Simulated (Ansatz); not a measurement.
Geometry optimisation, DFT PBE, scalar-relativistic, plane waves, PAW in Ansatz 0.2.0.

The input (input.yaml):

```yaml
crystal:
  lattice:
    - [0.0, 5.43, 5.43]
    - [5.43, 0.0, 5.43]
    - [5.43, 5.43, 0.0]
  atoms:
    - { symbol: Si, position: [0.0, 0.0, 0.0] }
    - { symbol: Si, position: [0.125, 0.125, 0.125] }
    - { symbol: Si, position: [0.0, 0.0, 0.5] }
    - { symbol: Si, position: [0.125, 0.125, 0.625] }
    - { symbol: Si, position: [0.0, 0.5, 0.0] }
    - { symbol: Si, position: [0.125, 0.625, 0.125] }
    - { symbol: Si, position: [0.0, 0.5, 0.5] }
    - { symbol: Si, position: [0.125, 0.625, 0.625] }
    - { symbol: Si, position: [0.5, 0.0, 0.0] }
    - { symbol: Si, position: [0.625, 0.125, 0.125] }
    - { symbol: Si, position: [0.5, 0.0, 0.5] }
    - { symbol: Si, position: [0.625, 0.125, 0.625] }
    - { symbol: Si, position: [0.5, 0.5, 0.0] }
    - { symbol: Si, position: [0.625, 0.625, 0.125] }
    - { symbol: Si, position: [0.5, 0.5, 0.5] }
    - { symbol: Si, position: [0.625, 0.625, 0.625] }
    - { symbol: Ti, position: [0.57712322, 0.30786117, 0.30335416] }
basis:
  ecutwfc: 420.0
kpoints:
  mp_grid: { grid: [2, 2, 2] }
hamiltonian:
  xc: pbe
  pseudopotentials: { kind: paw, azcp: { folder: soft_1 } }
scf:
  occupations: { method: fermi_dirac, width: 0.02 }
  lower_state_search: "off"
relax:
  f_tol: 0.03
  max_steps: 60
  adjacent_minimum: "off"
output:
  write_density: true
  write_potential: true
  elf: true
  volumetric_format: npy
```

Run as:

```bash
$ ansatz run input.yaml --threads 1 --pin off --max-ram 3072MiB --backend cpu --events-out ev --progress --plain --runs-dir out
```

Problem. Where does it end, and by what steps?

Solution. It converged. Limits of this set-up: coarse k mesh. After 9 steps the energy has fallen by 3.239 eV; Ti17 moved furthest, 1.01 Å.

```
step  energy less start (eV)  largest force component (eV/Å)  accepted
   0                  0.0000                           3.549       yes
   1                 -1.2551                           1.284       yes
   2                 -1.5208                           0.322       yes
   3                 -1.7010                           0.850       yes
   4                 -2.0625                           1.006       yes
   5                 -2.4463                           0.769       yes
   6                 -2.8624                           0.710       yes
   7                 -3.1086                           0.406       yes
   8                 -3.2327                           0.103       yes
   9                 -3.2387                           0.026       yes
```

```xyz
17
Lattice="0.0000 5.4300 5.4300 5.4300 0.0000 5.4300 5.4300 5.4300 0.0000" Properties=species:S:1:pos:R:3
Si 0.001 -0.044 -0.042
Si 1.357 1.356 1.357
Si 2.756 2.712 -0.043
Si 4.121 4.022 1.337
Si 2.756 -0.044 2.713
Si 4.120 1.336 4.023
Si 5.457 2.684 2.686
Si 6.806 4.022 4.023
Si 0.048 2.666 2.667
Si 1.345 3.986 3.988
Si 2.743 5.400 2.644
Si 4.156 6.799 3.987
Si 2.743 2.642 5.401
Si 4.156 3.985 6.800
Si 5.499 5.399 5.400
Si 6.796 6.775 6.777
Ti 2.756 5.387 5.388
```

Whether the end is a true minimum wasn't checked by a vibrational analysis.

The run took 80 s on 1 thread of Arm Neoverse V1, on a shared host, peak memory 0.55 GiB.
